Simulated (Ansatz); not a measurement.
**YSi₂: a line through an energy map**

One line of a two-coordinate grid on YSi₂ (P6/mmm, No. 191; 3 atoms in the cell): c/a of the conventional cell is varied, at volume per atom = 21.57 Å³.

Method: DFT PBEsol, scalar-relativistic, plane waves, PAW, in Ansatz 0.2.0.

39 further runs of the same task are left out: 39 set aside as unsound or not needed.

## 1. The system as given

It takes space group P6/mmm (No. 191, hexagonal). Conventional cell: a = 4.062 Å, b = 4.062 Å, c = 3.902 Å, α = 90.00°, β = 90.00°, γ = 120.00°. Around Y (site symmetry 6/mmm) lie 12 Si at 3.05 Å. Si (site symmetry -6m2) is surrounded by 3 Si at 2.35 Å and 6 Y at 3.05 Å.

As a file:

```xyz
3
Lattice="4.0625 0.0000 0.0000 -2.0312 3.5182 0.0000 0.0000 0.0000 3.9024" Properties=species:S:1:pos:R:3 pbc="T T T"
Y     0.0000    0.0000    0.0000
Si    0.0000    2.3455    1.9512
Si    2.0312    1.1727    1.9512
```

It is the result of an earlier relaxation at this level (volume 18.59 Å³/atom; gap on the mesh: none (metal)).

## 2. What is varied

The energy is mapped over volume and the cell's shape.

- volume per atom: 9 values from 15.62 to 21.57 Å³
- c/a of the conventional cell: 9 values from 0.852 to 1.084

Nothing else is relaxed (symmetry fixes all fractional coordinates). Energies count from the relaxed crystal. Points are written as (first, second).

## 3. The run at (21.57 Å³, 0.852)

The input, input.yaml:

```yaml
crystal:
  lattice:
    - [4.4435687413, 0.0, 0.0]
    - [-2.2217843706, 3.8482434134, 0.0]
    - [0.0, 0.0, 3.7836987832]
  atoms:
    - { symbol: "Y", position: [0.0, 0.0, 0.0] }
    - { symbol: Si, position: [0.3333333333, 0.6666666667, 0.5] }
    - { symbol: Si, position: [0.6666666667, 0.3333333333, 0.5] }
basis:
  ecutwfc: 420
kpoints:
  mp_grid: { grid: [12, 12, 12] }
hamiltonian:
  xc: pbesol
scf:
  occupations: { method: methfessel_paxton, width: 0.35 }
output:
  forces: true
  stress: true
  eigenvalues: true
```

The run is started by

```bash
$ ansatz run input.yaml --threads 1 --pin off --max-ram 2048MiB --backend cpu --events-out ev --progress --plain --runs-dir out
```

Further runs follow: the other points of the line.

Q: Predict the outcome of this session. Wanted: for each run, c/a of the conventional cell; energy; slope; pressure.

As calculated:

```
c/a of the conventional cell  step  energy (meV/atom)  slope (meV/atom per unit)  pressure (GPa)
                       0.852     3                168                      −1082          −10.25
                       0.877     4                143                       −818          −10.20
                       0.904     5                124                       −578          −10.13
                       0.932     6                112                       −347          −10.03
                       0.961     7                105                       −121           −9.90
                       0.990     8                105                        101           −9.73
                       1.020     9                111                        307           −9.53
                       1.052    10                124                        498           −9.29
                       1.084     –                143                        683           −8.96
```

Energies count from the relaxed crystal. Rows without a step come from runs not printed here or follow by symmetry. Slopes come from the forces (and the stress, where the cell changes), not from differences of energies.

In words: The lowest point of the line is at 0.990, 105 meV/atom from the zero. A fit to energies and slopes at the lowest point and its two neighbours puts the minimum at 0.9763, with a curvature of about 7600 meV/atom per (unit)². The highest point computed, at 0.852, lies 63 meV/atom above the lowest. This is one cut through a surface in two coordinates; the map's lowest point lies off it.
